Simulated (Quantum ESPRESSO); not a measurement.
**GaGe in Quantum ESPRESSO: the effect of target pressure**

Crystal: GaGe.

```
CELL_PARAMETERS angstrom
0.00000 2.89784 2.89784
2.89784 0.00000 2.89784
2.89784 2.89784 0.00000
ATOMIC_POSITIONS crystal
Ge 0.00000 0.00000 0.00000
Ga 0.25000 0.25000 0.25000
```

The cell comes from a database or a generator and needn't be the stable form of this composition.

Alike in all runs:

| Item | Value |
| --- | --- |
| Program | Quantum ESPRESSO 7.5 |
| Task | phonons |
| Functional | LDA |
| Potentials or basis | GBRV 1.5 LDA |
| Cutoff | 762 eV |
| Density cutoff | 6095 eV |
| k mesh | 7 × 7 × 7 |
| Occupations | cold, width 0.2 eV |
| Spin | no spin polarisation |

Each run relaxes the cell or the atoms first.

```tsv
target pressure	relaxed volume (Å³/atom)	highest phonon frequency (cm⁻¹)
0 GPa	22.44	176
5 GPa	20.92	208
10 GPa	19.78	237
20 GPa	?	?
40 GPa	16.27	344
```

What does the run with target pressure 20 GPa give?

Relaxed volume 18.20 Å³/atom; highest phonon frequency 284 cm⁻¹.

Worked out: In Murnaghan's law V^(-B') rises as a straight line in P. The other rows fit best with B' = 4.0, V0 = 22.44 Å³/atom and B0 = 61 GPa, which gives 18.20 Å³/atom at 20 GPa, against the run's 18.20. A parabola through the other rows of the highest phonon frequency, of slope 4.2 cm⁻¹ per GPa there, gives 285 cm⁻¹, against the run's 284.

Caveats: the mesh is thin for the phonons of a metal; the cell is more than 3 GPa from zero pressure, which shifts response properties (some runs); the volume moved by over 15 % at a fixed basis, so the end points are rough (some runs).
